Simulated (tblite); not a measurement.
# CH12Ge2SSi2: the cost of one run

Computed with tblite 0.8.0 and PySCF 2.14.0, with density-fitted response routines of our own, on a single molecule in the gas phase. Atoms are numbered from 0 throughout.

## 1. The starting structure

18 atoms, charge 0, multiplicity 1; geometry from: force field or distance geometry start.

Bonds of the start (Å): C0–Si1 1.85, Si1–S2 2.15, S2–Ge3 2.21, Ge3–Ge4 2.40, Ge4–Si5 2.32, C0–H6 1.12, C0–H7 1.10, C0–H8 1.11, Si1–H9 1.47, Si1–H10 1.48, Ge3–H11 1.56, Ge3–H12 1.55, Ge4–H13 1.55, Ge4–H14 1.54, Si5–H15 1.47, Si5–H16 1.47, Si5–H17 1.47.

## 2. Optimising the geometry with GFN2-xTB

What the job is given:

```
{"job": {"kind": "relax", "xc": "GFN2-xTB", "basis": "xTB"}, "charge": 0, "multiplicity": 1}
C     -2.972600    -0.126000    -1.669100
Si    -1.771600    -0.142400    -0.261900
S     -0.753300     1.745100    -0.145700
Ge     0.356500     1.191900     1.678200
Ge     1.913300    -0.565600     1.195500
Si     2.716000    -0.252700    -0.958600
H     -3.724300     0.686300    -1.507200
H     -3.495200    -1.096500    -1.720500
H     -2.432700     0.059300    -2.616200
H     -0.790900    -1.219500    -0.476600
H     -2.492300    -0.397500     1.002400
H     -0.629000     0.711700     2.791600
H      1.136100     2.422900     2.203400
H      3.086100    -0.534500     2.204100
H      1.185100    -1.922500     1.263600
H      3.398100     1.050400    -1.023100
H      3.668200    -1.324600    -1.283100
H      1.593700    -0.279500    -1.901600
```

The run is started by

```sh
$ OMP_NUM_THREADS=1 python probes_run.py task.json out
```

The driver reads the jobs from task.json and runs them one after another.

Q: Estimate the wall time of this first job on 1 thread of Arm Neoverse N1, shared host.

About 1.9 s.
